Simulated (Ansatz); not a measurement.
# CH9FN2Si2: up Jacob's ladder to CCSD(T)

The task here is to estimate one member of a computed series from the others.

The runs use Ansatz 0.2.0, Gaussian basis; functionals in def2-TZVPP, the program's frozen cores in correlated methods.

Plan: PBE-D4, r2SCAN-D4, PBE0-D4, B3LYP-D4, ωB97X-V, ωB97M-V, B2PLYP; CCSD(T)/def2-TZVPP; MP2/def2-QZVPP; extrapolation to the limit.

**The geometry**

An earlier PBE0-D4 in a triple-zeta def2 set relaxation fixed the geometry.

SMILES `N[SiH2]C[SiH](N)F`, 15 atoms, charge 0, spin multiplicity 1.

Atoms are counted from 1 here; the program's logs count them from 0.

Bond lengths: N1–Si2 1.734 Å, N1–H7 1.011 Å, N1–H8 1.009 Å, Si2–C3 1.874 Å, Si2–H9 1.488 Å, Si2–H10 1.492 Å, C3–Si4 1.853 Å, C3–H11 1.095 Å, C3–H12 1.094 Å, Si4–N5 1.696 Å, Si4–F6 1.618 Å, Si4–H13 1.482 Å, N5–H14 1.009 Å, N5–H15 1.006 Å. Angles: Si2–N1–H7 117.4°, Si2–N1–H8 117.2°, H7–N1–H8 109.8°, N1–Si2–C3 110.0°, N1–Si2–H9 105.4°, N1–Si2–H10 113.7°, C3–Si2–H9 111.5°, C3–Si2–H10 108.1°, H9–Si2–H10 108.1°, Si2–C3–Si4 113.4°, Si2–C3–H11 108.6°, Si2–C3–H12 109.7°, Si4–C3–H11 109.6°, Si4–C3–H12 107.7°, H11–C3–H12 107.7°, C3–Si4–N5 110.0°, C3–Si4–F6 105.3°, C3–Si4–H13 115.1° and more.

Geometry (Å):

| atom | x (Å) | y (Å) | z (Å) |
| --- | --- | --- | --- |
| N1 | -0.7890 | 1.1704 | 1.2051 |
| Si2 | -1.4298 | -0.3872 | 0.7917 |
| C3 | -0.2387 | -1.2913 | -0.3370 |
| Si4 | 0.9022 | -0.1594 | -1.2599 |
| N5 | 2.0399 | 0.5114 | -0.1959 |
| F6 | -0.0574 | 0.9458 | -1.9490 |
| H7 | -0.7996 | 1.8835 | 0.4889 |
| H8 | -1.0752 | 1.5682 | 2.0867 |
| H9 | -1.6031 | -1.0994 | 2.0864 |
| H10 | -2.7570 | -0.3278 | 0.1132 |
| H11 | -0.8171 | -1.8886 | -1.0489 |
| H12 | 0.3772 | -1.9785 | 0.2509 |
| H13 | 1.6397 | -0.7879 | -2.3815 |
| H14 | 1.7143 | 0.9103 | 0.6724 |
| H15 | 2.8937 | 0.9304 | -0.5230 |

The first run:

in.yaml reads:

```yaml
crystal:
  periodic: [false, false, false]
  atoms:
    - {symbol: N, position_ang: [-0.789019, 1.170425, 1.205067]}
    - {symbol: Si, position_ang: [-1.429843, -0.387183, 0.791732]}
    - {symbol: C, position_ang: [-0.238708, -1.291306, -0.336990]}
    - {symbol: Si, position_ang: [0.902213, -0.159359, -1.259927]}
    - {symbol: N, position_ang: [2.039865, 0.511358, -0.195865]}
    - {symbol: F, position_ang: [-0.057388, 0.945791, -1.949023]}
    - {symbol: H, position_ang: [-0.799648, 1.883548, 0.488910]}
    - {symbol: H, position_ang: [-1.075205, 1.568199, 2.086706]}
    - {symbol: H, position_ang: [-1.603091, -1.099397, 2.086448]}
    - {symbol: H, position_ang: [-2.756960, -0.327797, 0.113170]}
    - {symbol: H, position_ang: [-0.817103, -1.888556, -1.048944]}
    - {symbol: H, position_ang: [0.377203, -1.978499, 0.250896]}
    - {symbol: H, position_ang: [1.639681, -0.787881, -2.381516]}
    - {symbol: H, position_ang: [1.714338, 0.910251, 0.672365]}
    - {symbol: H, position_ang: [2.893674, 0.930406, -0.523018]}
basis:
  gaussian: {orbitals: def2-TZVPP}
hamiltonian: {xc: pbe, dispersion: d4}
output: {forces: true, orbitals: {seedname: orbitals}}
```

On the command line:

```sh
ansatz run in.yaml --threads 2 --pin off --events-out ev --progress --plain --max-ram 22528MiB --backend cuda --devices 0, --max-vram 18GiB
```

Among the steps run: PBE-D4 (GGA); r2SCAN-D4 (meta-GGA); PBE0-D4 (hybrid); B3LYP-D4 (hybrid); ωB97X-V (range-separated); ωB97M-V (range-separated); B2PLYP (double hybrid); CCSD(T) in def2-TZVPP; MP2 in def2-QZVPP.

One of the session's tables, all rows but one given; the rest of the session is left out.

It belongs to the step «Atomisation energies». 

```
            method  atomisation energy (kJ/mol)
            PBE-D4                       5470.0
         r2SCAN-D4                       5410.2
           PBE0-D4                       5392.9
          B3LYP-D4                       5434.4
           ωB97X-V                            ?
           ωB97M-V                       5454.1
            B2PLYP                       5365.2
     HF/def2-TZVPP                       3926.0
    MP2/def2-TZVPP                       5337.6
   CCSD/def2-TZVPP                       5207.0
CCSD(T)/def2-TZVPP                       5276.1
           MP2/CBS                       5501.5
       CCSD(T)/CBS                       5440.0
```

**Question.** Estimate the row for ωB97X-V.

As computed: atomisation energy (kJ/mol): 5459.7. In the column «atomisation energy (kJ/mol)» it lies between ωB97M-V (5454.1) and PBE-D4 (5470.0).

Limits of these values: Free atoms (2 N, 2 Si, 1 C, 1 F, 9 H) were run apart at each level; the atomisation energy is their sum less the molecule, without zero-point or spin-orbit terms.
